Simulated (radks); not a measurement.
# Exchange and kinetic functionals tested on atomic densities: Fe¹⁹⁺, Tl⁺, Ag, Hf²⁶⁺, Zn

One table from this session's results is given with a row withheld; the runs are named, their logs left out.

Method: non-relativistic Kohn-Sham, exchange-only B88, spin-polarised, spherical densities, point nucleus; open shells are filled with parallel spins first. Code: radks (a radial shooting solver on a logarithmic mesh, Libxc functionals) version 1.

## What is computed

| Quantity | Value |
| --- | --- |
| species | Fe¹⁹⁺ ([He] 2s2 2p3), Tl⁺ ([Hg]), Ag ([Kr] 4d10 5s1), Hf²⁶⁺ ([Kr] 4d10), Zn ([Ar] 3d10 4s2) |

Set-up of the first run:

The run's settings:

```text
Z 26
configuration [He] 2s2 2p3
relativity non-relativistic
functional b88,
spin polarised
nucleus point
```

Steps of the session up to this table: Fe¹⁹⁺, [He] 2s2 2p3.

One table of the session follows, with a row left open; its other results are not shown here.

Radial moments (bohr):

```
  level      <r>  outermost maximum (interpolated)  90 % within
  1s up  0.05900                            0.0389        0.105
1s down        ?                                 ?            ?
  2s up   0.2539                             0.217        0.389
2s down   0.2559                             0.218        0.392
  2p up   0.2184                             0.172        0.353
2p down   0.2206                             0.173        0.357
```

Q: Estimate the row for 1s down from the others.

As computed: <r>: 0.05888; outermost maximum (interpolated): 0.0389; 90 % within: 0.105. In the column «<r>» it is the lowest.
